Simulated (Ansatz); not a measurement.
**One shape, several levels: triplet CH4F3NSi**

Wanted: a comparison of 5 runs (UHF/3-21G, U-revPBE/6-31G*, UBLYP/6-31G*, USVWN5/6-31G*, UB3LYP/6-31G*) of triplet CH4F3NSi. 

The calculation is run with Ansatz 0.2.0.

67 further runs of the same task are left out: 67 set aside as unsound or not needed.

**1. The structure to begin with**

CH4F3NSi: 10 atoms, total charge 0, spin state triplet. SMILES of the parent species: `CN[Si](F)(F)F`. The coordinates come from a PBE0-D4/def2-TZVP relaxation. That shape belongs to the parent species and isn't relaxed for this state.

Bond lengths: C1–N2 1.451 Å, N2–Si3 1.670 Å, Si3–F4 1.577 Å, Si3–F5 1.575 Å, Si3–F6 1.580 Å, C1–H7 1.093 Å, C1–H8 1.091 Å, C1–H9 1.094 Å, N2–H10 1.007 Å. Some angles: C1–N2–Si3 125.8°, N2–Si3–F4 111.1°, N2–Si3–F5 108.9°, N2–Si3–F6 115.4°, F4–Si3–F5 109.9°, F4–Si3–F6 104.5°, F5–Si3–F6 106.8°, C1–N2–H10 114.9°, Si3–N2–H10 118.5°, N2–C1–H7 111.0°.

**2. A single-point energy at UHF/3-21G (run 1)**

File molecule.yaml:

```yaml
crystal:
  periodic: [false, false, false]
  atoms:
    - {symbol: C, position_ang: [0.192100, -1.054000, 0.940300]}
    - {symbol: "N", position_ang: [0.609500, 0.071900, 0.126100]}
    - {symbol: Si, position_ang: [-0.361500, 0.924500, -0.931300]}
    - {symbol: F, position_ang: [-1.157900, -0.049900, -1.881500]}
    - {symbol: F, position_ang: [0.542600, 1.889500, -1.787100]}
    - {symbol: F, position_ang: [-1.475500, 1.819700, -0.258100]}
    - {symbol: H, position_ang: [0.924800, -1.863500, 0.893300]}
    - {symbol: H, position_ang: [-0.751400, -1.452800, 0.563600]}
    - {symbol: H, position_ang: [0.041900, -0.779100, 1.989000]}
    - {symbol: H, position_ang: [1.518500, 0.442600, 0.348500]}
basis:
  gaussian:
    orbitals: 3-21G.json
magnetization:
  spin_polarized: true
  initial_magnetization: 2
hamiltonian:
  xc: hf
accuracy: high
output: {orbitals: {seedname: orbitals}}
```

The basis set 3-21G is read from a file made from the Basis Set Exchange's data (not shown).

The run is started by

```bash
$ ansatz run molecule.yaml --threads 1 --pin off --max-ram 2610MiB --events-out events.jsonl --progress --plain --runs-dir runs
```

Log:

```text
Warning: RAYON_NUM_THREADS=1 ignored (pool sized by the plan → 1); use --threads N
Functional definition: HF
  name "HF"
  exchange = exact_x
  correlation = 0
1536 factors; integrals over basis functions are off by at most 1.0e-8 eV
mean field evaluation 1: about -18450.1683 eV, gradient 3.0e1 eV
mean field evaluation 2: about -18450.1743 eV, gradient 3.0e1 eV
mean field evaluation 4: about -18454.3093 eV, gradient 3.1e0 eV
mean field evaluation 8: about -18454.6558 eV, gradient 3.6e-1 eV
mean field evaluation 16: about -18454.6656 eV, gradient 1.7e-8 eV
mean field evaluation 32: about -18451.8219 eV, gradient 5.9e0 eV
mean field -18454.66556567 eV, -678.1964505166 hartree, gradient 1.4e-8 eV, S^2 2.007831; 0 other end points of the search recorded, 0 dependent functions left out
reference -18454.66556567 eV, -678.1964505166 hartree; 30, 28 occupied and 36, 38 virtual orbitals, 1536 factors
Total energy: -18454.66556567 eV, -678.1964505166 hartree
```

Wall time 4.2 s (1 thread of Arm Neoverse V1, shared host); peak memory 0.23 GiB.

**3. A single-point energy at U-revPBE/6-31G(d) (spherical functions) (run 2)**

File job.yaml:

```yaml
crystal:
  periodic: [false, false, false]
  atoms:
    - {symbol: C, position_ang: [0.192100, -1.054000, 0.940300]}
    - {symbol: "N", position_ang: [0.609500, 0.071900, 0.126100]}
    - {symbol: Si, position_ang: [-0.361500, 0.924500, -0.931300]}
    - {symbol: F, position_ang: [-1.157900, -0.049900, -1.881500]}
    - {symbol: F, position_ang: [0.542600, 1.889500, -1.787100]}
    - {symbol: F, position_ang: [-1.475500, 1.819700, -0.258100]}
    - {symbol: H, position_ang: [0.924800, -1.863500, 0.893300]}
    - {symbol: H, position_ang: [-0.751400, -1.452800, 0.563600]}
    - {symbol: H, position_ang: [0.041900, -0.779100, 1.989000]}
    - {symbol: H, position_ang: [1.518500, 0.442600, 0.348500]}
basis:
  gaussian:
    orbitals: 6-31G_st_-spherical.json
accuracy: high
output:
  orbitals: {seedname: orbitals}
hamiltonian:
  xc: {name: revPBE}
magnetization:
  spin_polarized: true
  initial_magnetization: 2
```

The basis set 6-31G* is read from a file made from the Basis Set Exchange's data (not shown).

The run is started by

```bash
$ ansatz run job.yaml --threads 1 --pin off --max-ram 2610MiB --events-out events.jsonl --progress --plain --runs-dir runs
```

Log:

```text
Warning: RAYON_NUM_THREADS=1 ignored (pool sized by the plan → 1); use --threads N
Functional definition: revPBE
  name "revPBE"
  parameter kappa = 1.245
  parameter beta = 0.06672455060314922
  exchange = pbe_x(kappa = kappa, mu = beta*pi^2/3)
  correlation = pbe_c(beta = beta)
2214 factors; integrals over basis functions are off by at most 6.9e-9 eV
mean field evaluation 1: about -18605.6875 eV, gradient 4.5e1 eV
mean field evaluation 2: about -18595.5891 eV, gradient 7.2e1 eV
mean field evaluation 4: about -18613.0540 eV, gradient 4.7e0 eV
mean field evaluation 8: about -18613.1420 eV, gradient 2.0e-1 eV
mean field evaluation 16: about -18613.1422 eV, gradient 2.9e-4 eV
mean field evaluation 32: about -18612.2333 eV, gradient 2.0e0 eV
mean field -18613.14220470 eV, -684.0203595817 hartree, gradient 4.6e-8 eV, S^2 2.002526; 1 other end points of the search recorded, 0 dependent functions left out
reference -18613.14220932 eV, -684.0203597515 hartree; 30, 28 occupied and 66, 68 virtual orbitals, 2214 factors
Total energy: -18613.14220932 eV, -684.0203597515 hartree
```

Run time: 18 s. Hardware: 1 thread of Arm Neoverse V1, shared host; peak memory 0.34 GiB.

Run 3 isn't shown in full; the table further down has it.

**4. A single-point energy at USVWN5/6-31G(d) (spherical functions) (run 4)**

File run.yaml:

```yaml
crystal:
  periodic: [false, false, false]
  atoms:
    - {symbol: C, position_ang: [0.192100, -1.054000, 0.940300]}
    - {symbol: N, position_ang: [0.609500, 0.071900, 0.126100]}
    - {symbol: Si, position_ang: [-0.361500, 0.924500, -0.931300]}
    - {symbol: F, position_ang: [-1.157900, -0.049900, -1.881500]}
    - {symbol: F, position_ang: [0.542600, 1.889500, -1.787100]}
    - {symbol: F, position_ang: [-1.475500, 1.819700, -0.258100]}
    - {symbol: H, position_ang: [0.924800, -1.863500, 0.893300]}
    - {symbol: H, position_ang: [-0.751400, -1.452800, 0.563600]}
    - {symbol: H, position_ang: [0.041900, -0.779100, 1.989000]}
    - {symbol: H, position_ang: [1.518500, 0.442600, 0.348500]}
basis:
  gaussian:
    orbitals: 6-31G_st_-spherical.json
magnetization:
  spin_polarized: true
  initial_magnetization: 2
hamiltonian:
  xc: {name: SVWN5}
accuracy: high
output: {orbitals: {seedname: orbitals}}
```

The basis set 6-31G* is read from a file made from the Basis Set Exchange's data (not shown).

The run is started by

```bash
$ ansatz run run.yaml --threads 1 --pin off --max-ram 2610MiB --events-out events.jsonl --progress --plain --runs-dir runs
```

Log:

```text
Warning: RAYON_NUM_THREADS=1 ignored (pool sized by the plan → 1); use --threads N
Functional definition: SVWN5
  name "SVWN5"
  exchange = slater_x
  correlation = vwn5_c
2214 factors; integrals over basis functions are off by at most 6.9e-9 eV
mean field evaluation 1: about -18505.5770 eV, gradient 4.5e1 eV
mean field evaluation 2: about -18494.7372 eV, gradient 7.3e1 eV
mean field evaluation 4: about -18513.2094 eV, gradient 5.4e0 eV
mean field evaluation 8: about -18513.3315 eV, gradient 2.0e-1 eV
mean field evaluation 16: about -18513.3317 eV, gradient 1.7e-4 eV
mean field evaluation 32: about -18510.3865 eV, gradient 6.2e0 eV
mean field -18513.33174752 eV, -680.3523929343 hartree, gradient 2.4e-8 eV, S^2 2.001551; 2 other end points of the search recorded, 0 dependent functions left out
reference -18513.33175094 eV, -680.3523930601 hartree; 30, 28 occupied and 66, 68 virtual orbitals, 2214 factors
Total energy: -18513.33175094 eV, -680.3523930601 hartree
```

It took 9.3 s on 1 thread of Arm Neoverse V1, shared host; peak memory 0.31 GiB.

**5. A single-point energy at UB3LYP/6-31G(d) (Cartesian functions) (run 5)**

job.yaml, as its differences from that of step 3:

```diff
@@ -4,3 +4,3 @@
     - {symbol: C, position_ang: [0.192100, -1.054000, 0.940300]}
-    - {symbol: "N", position_ang: [0.609500, 0.071900, 0.126100]}
+    - {symbol: N, position_ang: [0.609500, 0.071900, 0.126100]}
     - {symbol: Si, position_ang: [-0.361500, 0.924500, -0.931300]}
@@ -15,3 +15,8 @@
   gaussian:
-    orbitals: 6-31G_st_-spherical.json
+    orbitals: "6-31G*"
+magnetization:
+  spin_polarized: true
+  initial_magnetization: 2
+hamiltonian:
+  xc: {name: B3LYP}
 accuracy: high
@@ -19,6 +24 @@
   orbitals: {seedname: orbitals}
-hamiltonian:
-  xc: {name: revPBE}
-magnetization:
-  spin_polarized: true
-  initial_magnetization: 2
```

The run is started by

```bash
$ ansatz run job.yaml --threads 1 --pin off --max-ram 2610MiB --events-out events.jsonl --progress --plain --runs-dir runs
```

Log:

```text
Warning: RAYON_NUM_THREADS=1 ignored (pool sized by the plan → 1); use --threads N
Functional definition: B3LYP
  name "B3LYP"
  parameter a0 = 0.2
  parameter ax = 0.72
  parameter ac = 0.81
  exchange = (1 - a0 - ax)*slater_x + ax*b88_x + a0*exact_x
  correlation = (1 - ac)*vwn_rpa_c + ac*lyp_c
2255 factors; integrals over basis functions are off by at most 4.9e-9 eV
mean field evaluation 1: about -18612.6998 eV, gradient 4.3e1 eV
mean field evaluation 2: about -18608.1498 eV, gradient 6.0e1 eV
mean field evaluation 4: about -18619.1674 eV, gradient 2.2e0 eV
mean field evaluation 8: about -18619.3795 eV, gradient 4.0e-1 eV
mean field evaluation 16: about -18619.3813 eV, gradient 1.9e-3 eV
mean field evaluation 32: about -18619.3813 eV, gradient 2.0e-8 eV
mean field -18619.38132554 eV, -684.2496430437 hartree, gradient 2.0e-8 eV, S^2 2.003330; 0 other end points of the search recorded, 0 dependent functions left out
reference -18619.38136661 eV, -684.2496445528 hartree; 30, 28 occupied and 72, 74 virtual orbitals, 2255 factors
Total energy: -18619.38136661 eV, -684.2496445528 hartree
```

Wall time 30 s (1 thread of Arm Neoverse V1, shared host); peak memory 0.57 GiB.

**6. The series**

| run | level | Cartesian functions | energy (Eh) | HOMO energy (eV) | ⟨S²⟩ | wall time |
| --- | --- | --- | --- | --- | --- | --- |
| 1 | UHF/3-21G | no | -678.196451 | -2.35 | 2.008 | 4.2 s |
| 2 | U-revPBE/6-31G* (spherical functions) | no | -684.020360 | -0.46 | 2.003 | 18 s |
| 3 | UBLYP/6-31G* (spherical functions) | no | -684.151618 | -0.36 | 2.002 | 18 s |
| 4 | USVWN5/6-31G* (spherical functions) | no | -680.352393 | -0.68 | 2.002 | 9.3 s |
| 5 | UB3LYP/6-31G* (Cartesian functions) | yes | -684.249645 | -1.08 | 2.003 | 30 s |

**7. Results**

| quantity | value |
| --- | --- |
| run 5: total energy | -684.24964 Eh |
| run 5: HOMO energy (highest over α and β) | -1.08 eV |
| run 5: ⟨S²⟩ | 2.003 |

What this shows: Totals of different functionals can't be ranked against each other. All runs together took 80 s, the longest 30 s.
